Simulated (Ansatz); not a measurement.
# Te4O: the cost of one run

Computed with Ansatz 0.2.0 (DFT PBE, scalar-relativistic, plane waves, PAW, unless a step names another level, unless a step's input says otherwise).

3 further runs of the same task are left out: 3 set aside as unsound or not needed.

### 1 The starting structure

Symmetry: P4/mmm, No. 123, tetragonal system. The conventional cell has a = 3.196 Å, b = 3.196 Å, c = 13.964 Å, α = 90.00°, β = 90.00°, γ = 90.00°. Te (site symmetry 4mm) has 1 O at 2.02 Å as nearest neighbours. Te (site symmetry 4mm) is surrounded by 5 Te at 3.10 to 3.20 Å. O (site symmetry 4/mmm) is surrounded by 2 Te at 2.02 Å.

As a file:

```
Te O
1.0
     3.19634    0.00000    0.00000
     0.00000    3.19634    0.00000
     0.00000    0.00000   13.96369
Te O
4 1
Direct
  0.00000 0.00000 0.14445
  0.00000 0.00000 0.85555
  0.00000 0.00000 0.63337
  0.00000 0.00000 0.36663
  0.00000 0.00000 0.00000
```

It came out lowest among 25 distinct ends of the trial cells. At a tolerance of 0.05 Å it has space group P4/mmm (No. 123).

### 2 Relaxing to 0.001 eV/Å, on the response runs' mesh and smearing

Input file input.yaml:

```yaml
crystal:
  lattice:
    - [3.1963384982, 0.0, 0.0]
    - [0.0, 3.1963384982, 0.0]
    - [0.0, 0.0, 13.9636944771]
  atoms:
    - { symbol: Te, position: [0.0, 0.0, 0.1444536293] }
    - { symbol: Te, position: [0.0, 0.0, 0.8555463707] }
    - { symbol: Te, position: [0.0, 0.0, 0.6333745913] }
    - { symbol: Te, position: [0.0, 0.0, 0.3666254087] }
    - { symbol: O, position: [0.0, 0.0, 0.0] }
basis:
  ecutwfc: 420
kpoints:
  mp_grid: { grid: [10, 10, 4] }
hamiltonian:
  xc: pbe
scf:
  occupations: { method: gaussian, width: 0.1 }
output:
  forces: true
  stress: true
  eigenvalues: true
relax:
  adjacent_minimum: "off"
  f_tol: 0.001
  max_steps: 60
  cell: { stress_tol: 0.01 }
```

Launch:

```sh
> ansatz run input.yaml --threads 3 --pin off --max-ram 7680MiB --backend cpu --events-out ev --progress --plain --runs-dir out
```

**Question.** How long does this run take on 3 threads of Intel Xeon 6975P-C (Granite Rapids), shared host, and how much memory does it need?

About 28 s, with a peak of 0.66 GiB.
